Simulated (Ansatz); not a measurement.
# CH7FO2Si2: a ladder of functionals and wavefunction methods

The task here is to estimate one member of a computed series from the others.

Computed with Ansatz 0.2.0, Gaussian basis. Level: functionals in def2-TZVPP, the program's frozen cores in correlated methods.

Levels to be run: LDA (SPW92), PBE-D4, revPBE-D4, BLYP-D4, r2SCAN-D4, B97M-V, PBE0-D4, B3LYP-D4, r2SCANh-D4, r2SCAN0-D4, HSE06-D4, BHLYP-D4, CAM-B3LYP-D4, LC-ωPBE, ωB97X-V, ωB97M-V, B2PLYP, PBE-QIDH; CCSD(T)/def2-SVP; CCSD(T)/def2-TZVPP; MP2/def2-QZVPP; extrapolation to the limit; RPA on PBE.

## The relaxed structure

An earlier PBE0-D4 in a triple-zeta def2 set relaxation fixed the geometry.

SMILES `C[Si@H](O)[Si@H](O)F`, 13 atoms, charge 0, spin multiplicity 1.

Atoms are counted from 1 here; the program's logs count them from 0.

Bond lengths: C1–Si2 1.859 Å, C1–H7 1.092 Å, C1–H8 1.093 Å, C1–H9 1.093 Å, Si2–O3 1.654 Å, Si2–Si4 2.353 Å, Si2–H10 1.494 Å, O3–H11 0.960 Å, Si4–O5 1.647 Å, Si4–F6 1.607 Å, Si4–H12 1.490 Å, O5–H13 0.959 Å. Angles: Si2–C1–H7 111.0°, Si2–C1–H8 110.6°, Si2–C1–H9 110.2°, H7–C1–H8 108.4°, H7–C1–H9 108.5°, H8–C1–H9 108.1°, C1–Si2–O3 108.6°, C1–Si2–Si4 114.0°, C1–Si2–H10 109.4°, O3–Si2–Si4 105.9°, O3–Si2–H10 110.9°, Si4–Si2–H10 108.1°, Si2–O3–H11 115.6°, Si2–Si4–O5 102.0°, Si2–Si4–F6 111.7°, Si2–Si4–H12 118.8°, O5–Si4–F6 109.6°, O5–Si4–H12 110.1° and more.

The first run:

in.yaml

```yaml
crystal:
  periodic: [false, false, false]
  atoms:
    - {symbol: C, position_ang: [-1.353913, 1.541485, -0.603844]}
    - {symbol: Si, position_ang: [-0.564369, -0.140281, -0.656345]}
    - {symbol: O, position_ang: [-1.558903, -1.215325, 0.112809]}
    - {symbol: Si, position_ang: [1.502204, -0.262841, 0.461885]}
    - {symbol: O, position_ang: [1.427468, -1.753749, 1.157476]}
    - {symbol: F, position_ang: [1.626931, 0.859205, 1.605025]}
    - {symbol: H, position_ang: [-1.452747, 1.895957, 0.423919]}
    - {symbol: H, position_ang: [-0.755070, 2.265249, -1.162892]}
    - {symbol: H, position_ang: [-2.348957, 1.504533, -1.054518]}
    - {symbol: H, position_ang: [-0.345816, -0.541849, -2.079067]}
    - {symbol: H, position_ang: [-1.118839, -1.947328, 0.551103]}
    - {symbol: H, position_ang: [2.756882, -0.128555, -0.330048]}
    - {symbol: H, position_ang: [2.205429, -2.111200, 1.589299]}
basis:
  gaussian: {orbitals: def2-TZVPP}
hamiltonian: {xc: lda}
output: {orbitals: {seedname: orbitals}}
```

Run with:

```sh
> ansatz run in.yaml --threads 2 --pin off --events-out ev --progress --plain --max-ram 32768MiB --backend cpu
```

Among the steps run: LDA; PBE-D4 (GGA); revPBE-D4 (GGA); BLYP-D4 (GGA); r2SCAN-D4 (meta-GGA); B97M-V (meta-GGA); B3LYP-D4 (hybrid); r2SCANh-D4 (hybrid); r2SCAN0-D4 (hybrid); HSE06-D4 (hybrid); BHLYP-D4 (hybrid); CAM-B3LYP-D4 (range-separated); LC-ωPBE (range-separated); ωB97X-V (range-separated); ωB97M-V (range-separated); B2PLYP (double hybrid); PBE-QIDH (double hybrid).

One table of the session follows, with a row left open; its other results are not shown here.

It belongs to the step «Frontier levels by functional». 

| functional | HOMO (eV) | gap (eV) |
| --- | --- | --- |
| LDA (SPW92) | -6.51 | 4.97 |
| PBE-D4 | -6.43 | 5.13 |
| revPBE-D4 | -6.38 | 5.20 |
| BLYP-D4 | -6.35 | 5.17 |
| r2SCAN-D4 | -6.72 | 5.77 |
| B97M-V | ? | ? |
| PBE0-D4 | -7.71 | 7.27 |
| B3LYP-D4 | -7.54 | 6.86 |
| r2SCANh-D4 | -7.19 | 6.53 |
| r2SCAN0-D4 | -7.89 | 7.66 |
| HSE06-D4 | -7.31 | 6.49 |
| BHLYP-D4 | -8.94 | 9.33 |
| CAM-B3LYP-D4 | -9.07 | 9.59 |
| LC-ωPBE | -10.34 | 12.08 |
| ωB97X-V | -10.03 | 11.60 |
| ωB97M-V | -9.80 | 11.03 |

**Question.** Estimate the row for B97M-V.

The run gave: HOMO (eV): -6.80; gap (eV): 5.63. In the column «HOMO (eV)» it lies between r2SCANh-D4 (-7.19) and r2SCAN-D4 (-6.72).
